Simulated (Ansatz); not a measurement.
Predict the output of the script below (the Ansatz DFT code, driven from Python).

The script, `ch3alf2si_disp.py`:
```python
import warnings

import ansatz

warnings.simplefilter("ignore", ansatz.DeckWarning)

geometry_ang = [
    ("F", (-0.3118, 1.8773, -0.101)),
    ("C", (-0.2453, 0.6826, 0.4905)),
    ("Al", (1.492, -0.133, 0.2302)),
    ("Si", (-0.5369, -0.7016, -0.6885)),
    ("F", (-0.8913, -0.1297, -2.2572)),
    ("H", (-0.7143, 0.6207, 1.4905)),
    ("H", (2.9, -0.7083, 0.8805)),
    ("H", (-1.6003, -1.5652, -0.1009)),
]
molecule = ansatz.Crystal.molecule()
for symbol, xyz in geometry_ang:
    molecule = molecule.atom(symbol, xyz)

calculation = (
    molecule.calculation()
    .basis(gaussian="def2-SVP")
    .scf(lower_state_search="light")
)
for name in ["revpbe", "blyp"]:
    for correction in ("d3bj", "d4"):
        data = calculation.functional(name, dispersion=correction).run(threads=1, pin="off").report
        print(f"{name:8s} {correction:5s} total {data['free_energy_ev']:.5f} eV, of which dispersion {1000 * data['dispersion']['energy']['ev']:.2f} meV")
```

`python ch3alf2si_disp.py` gives:
```text
revpbe   d3bj  total -20977.84190 eV, of which dispersion -381.70 meV
revpbe   d4    total -20977.95214 eV, of which dispersion -491.94 meV
blyp     d3bj  total -20981.96495 eV, of which dispersion -362.87 meV
blyp     d4    total -20981.98361 eV, of which dispersion -381.53 meV
```

The settings weren't tested for convergence. The geometry is a force-field or estimated start, not a minimum of this method, and the basis set is short of its limit. D4 holds the three-body term, and d3bj doesn't. It ran for 12 s on 1 thread of Arm Neoverse V1, on a shared host, peak memory 0.18 GiB.
